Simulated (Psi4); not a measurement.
# B2PLYP/def2-SVP (density fitting for correlation) run of SiH2O2F2 (SMILES O[Si](O)(F)F)

Aim: the energy change on altering one bond length of SiH2O2F2 at B2PLYP/def2-SVP (density fitting for correlation), from 2 runs. 

The results are computed with Psi4 1.11.

## Step 1: Starting point

The species is SiH2O2F2 (7 atoms), meant as a singlet with charge 0. As SMILES, `O[Si](O)(F)F`. The coordinates come from a PBE0-D4/def2-TZVP relaxation. This is one conformer, not always the lowest.

Bond lengths: O1–Si2 1.609 Å, Si2–O3 1.609 Å, Si2–F4 1.583 Å, Si2–F5 1.583 Å, O1–H6 0.957 Å, O3–H7 0.957 Å. Angles: O1–Si2–O3 107.3°, O1–Si2–F4 112.2°, O1–Si2–F5 110.1°, O3–Si2–F4 110.1°, O3–Si2–F5 112.2°, F4–Si2–F5 104.9°, Si2–O1–H6 118.9°, Si2–O3–H7 118.9°.

## Step 2: A single-point energy at B2PLYP/def2-SVP (density fitting for correlation)

f2h2o2si.inp reads:

```
memory 2200 MB

molecule mol {
  0 1
  O     -1.123000     0.443800     0.890500
  Si    -0.011100    -0.018100    -0.177300
  O      1.321200    -0.386600     0.646700
  F     -0.483500    -1.262700    -1.033600
  F      0.238000     1.131800    -1.236100
  H     -1.829300     1.022300     0.602200
  H      1.948900    -0.998500     0.262000
  units angstrom
  symmetry c1
}

set puream true
set e_convergence 1e-09
set d_convergence 1e-08
set scf_type pk
set dft_radial_points 99
set dft_spherical_points 590
set num_frozen_docc 9

E, wfn = energy("b2plyp/def2-SVP", return_wfn=True)
```

Run with:

```
$ psi4 -i f2h2o2si.inp -o f2h2o2si.out -n 1
```

f2h2o2si.out:

```text
[...]
  Running in c1 symmetry.
[...]
  Nuclear repulsion =  270.470000707396764
[...]
  Multiplicity = 1
[...]
  Nalpha       = 25
  Nbeta        = 25
[...]
    Number of basis functions: 84
[...]
   @RKS iter   1:  -639.78878074091597   -5.36754e-01   9.64878e-03 DIIS/ADIIS
[...]
   @RKS iter  10:  -640.02234854744256   -4.66116e-12   5.50907e-09 DIIS
[...]
    Orbital Energies [Eh]
    ---------------------
    Doubly Occupied:
       1A    -67.342290     2A    -25.358998     3A    -25.358938
       4A    -19.750623     5A    -19.750594     6A     -5.739364
       7A     -3.999118     8A     -3.998943     9A     -3.997622
      10A     -1.358220    11A     -1.334579    12A     -1.167512
      13A     -1.148043    14A     -0.697842    15A     -0.629567
      16A     -0.611447    17A     -0.594297    18A     -0.558403
      19A     -0.554742    20A     -0.535586    21A     -0.518007
      22A     -0.469940    23A     -0.457697    24A     -0.437984
      25A     -0.429950
[...]
  @RKS Final Energy:  -640.02234854744256
   => Energetics <=
    Nuclear Repulsion Energy =            270.4700007073967640
    One-Electron Energy =               -1426.7973826267188997
    Two-Electron Energy =                 545.0084434367689710
    DFT Exchange-Correlation Energy =     -28.7034100648894963
    Empirical Dispersion Energy =           0.0000000000000000
    VV10 Nonlocal Energy =                  0.0000000000000000
    Total Energy =                       -640.0223485474425615
[...]
 Multipole Moments:
 ------------------------------------------------------------------------------------
     Multipole            Electronic (a.u.)      Nuclear  (a.u.)        Total (a.u.)
 ------------------------------------------------------------------------------------
 L = 1.  Multiply by 2.5417464519 to convert [e a0] to [Debye]
 Dipole X            :         -0.3597557            0.3447560           -0.0149997
 Dipole Y            :         -0.1524685            0.1460807           -0.0063878
 Dipole Z            :         -3.0886515            2.9592576           -0.1293939
 Magnitude           :                                                    0.1304169
[...]
```

It took 15 s on 1 thread of Intel Xeon Platinum 8259CL at 2.50GHz (Skylake/Cascade Lake), shared host; peak memory 1 GiB.

## Step 3: The distorted shape

job.py reads:

```python
import psi4

psi4.set_memory('2200 MB')
psi4.set_num_threads(1)
psi4.core.set_output_file('output.dat', False)

mol = psi4.geometry("""
0 1
O     -0.911137     0.270272     0.976979
Si     0.200763    -0.191628    -0.090821
O      1.533063    -0.560128     0.733179
F     -0.271637    -1.436228    -0.947121
F      0.449863     0.958272    -1.149621
H     -1.829300     1.022300     0.602200
H      2.160763    -1.172028     0.348479
symmetry c1
""")

options = {'basis': 'def2-SVP', 'reference': 'rks', 'puream': True, 'e_convergence': 1e-09, 'd_convergence': 1e-08, 'scf_type': 'pk', 'dft_radial_points': 99, 'dft_spherical_points': 590, 'num_frozen_docc': 9}
psi4.set_options(options)

e = psi4.energy("b2plyp")
print('E =', round(e, 9))
for k, v in sorted(psi4.core.scalar_variables().items()):
    print(f'{k:45s} {v:18.10f}')
```

Run with:

```
$ python job.py
```

output.dat:

```text
[...]
  Running in c1 symmetry.
[...]
  Nuclear repulsion =  268.897854627139282
[...]
  Multiplicity = 1
[...]
  Nalpha       = 25
  Nbeta        = 25
[...]
    Number of basis functions: 84
[...]
   @RKS iter   1:  -639.71882908192754   -6.28563e-01   9.78114e-03 ADIIS/DIIS
[...]
   @RKS iter  12:  -639.97343878851814   -2.61480e-12   7.88727e-09 DIIS
[...]
    Orbital Energies [Eh]
    ---------------------
    Doubly Occupied:
       1A    -67.336944     2A    -25.355128     3A    -25.354659
       4A    -19.760015     5A    -19.748305     6A     -5.734170
       7A     -3.993897     8A     -3.993809     9A     -3.992334
      10A     -1.354163    11A     -1.330647    12A     -1.158004
      13A     -1.107797    14A     -0.677825    15A     -0.622904
      16A     -0.593905    17A     -0.573263    18A     -0.552016
      19A     -0.540350    20A     -0.531413    21A     -0.513902
      22A     -0.463772    23A     -0.447692    24A     -0.431566
      25A     -0.420035
[...]
  @RKS Final Energy:  -639.97343878851814
   => Energetics <=
    Nuclear Repulsion Energy =            268.8978546271392815
    One-Electron Energy =               -1424.0114813797381430
    Two-Electron Energy =                 543.7961365304564652
    DFT Exchange-Correlation Energy =     -28.6559485663756597
    Empirical Dispersion Energy =           0.0000000000000000
    VV10 Nonlocal Energy =                  0.0000000000000000
    Total Energy =                       -639.9734387885181377
[...]
 Multipole Moments:
 ------------------------------------------------------------------------------------
     Multipole            Electronic (a.u.)      Nuclear  (a.u.)        Total (a.u.)
 ------------------------------------------------------------------------------------
 L = 1.  Multiply by 2.5417464519 to convert [e a0] to [Debye]
 Dipole X            :         -0.2999359            0.1461828           -0.1537530
 Dipole Y            :         -0.2081022            0.3087235            0.1006214
 Dipole Z            :         -3.0349611            2.8782033           -0.1567578
 Magnitude           :                                                    0.2415319
[...]
```

Standard output:

```text
E = -640.245298603
B2PLYP DOUBLE-HYBRID CORRECTION ENERGY             -0.2718598144
B2PLYP TOTAL ENERGY                              -640.2452986029
CURRENT ENERGY                                   -640.2452986029
CURRENT REFERENCE ENERGY                         -639.9734387885
DD SOLVATION ENERGY                                 0.0000000000
DFT FUNCTIONAL TOTAL ENERGY                      -639.9734387885
DFT TOTAL ENERGY                                 -640.2452986029
DFT VV10 ENERGY                                     0.0000000000
DFT XC ENERGY                                     -28.6559485664
DOUBLE-HYBRID CORRECTION ENERGY                    -0.2718598144
GRID ELECTRONS ALPHA                               25.0000008568
GRID ELECTRONS BETA                                25.0000008568
GRID ELECTRONS TOTAL                               50.0000017136
NUCLEAR REPULSION ENERGY                          268.8978546271
ONE-ELECTRON ENERGY                             -1424.0114813797
PCM POLARIZATION ENERGY                             0.0000000000
PE ENERGY                                           0.0000000000
SCF ITERATION ENERGY                             -639.9734387885
SCF ITERATIONS                                     12.0000000000
SCF TOTAL ENERGY                                 -639.9734387885
TWO-ELECTRON ENERGY                               543.7961365305
XC GRID RADIAL POINTS                              99.0000000000
XC GRID SPHERICAL POINTS                          590.0000000000
XC GRID TOTAL POINTS                           391100.0000000000
```

Run time: 16 s. Hardware: 1 thread of Intel Xeon Platinum 8259CL at 2.50GHz (Skylake/Cascade Lake), shared host; peak memory 1 GiB.

## Step 4: Outcome

Level: B2PLYP/def2-SVP (density fitting for correlation), 9 core orbitals frozen.

```
                                                         quantity          value
                                        first shape: total energy  -640.28980 Eh
                   first shape: HOMO energy (SCF part's orbitals)      -11.70 eV
                   first shape: LUMO energy (SCF part's orbitals)        1.92 eV
                 first shape: HOMO–LUMO gap (SCF part's orbitals)       13.62 eV
                                    distorted shape: total energy  -640.24530 Eh
               distorted shape: HOMO energy (SCF part's orbitals)      -11.43 eV
               distorted shape: LUMO energy (SCF part's orbitals)        0.37 eV
             distorted shape: HOMO–LUMO gap (SCF part's orbitals)       11.80 eV
energy change with the O1–H6 bond stretched from 0.957 to 1.245 Å       1.211 eV
```

**Reading.** With the O1–H6 bond stretched from 0.957 to 1.245 Å the energy rises by 1.21 eV (117 kJ/mol). The first shape isn't relaxed at this level, so the change isn't measured from a minimum.
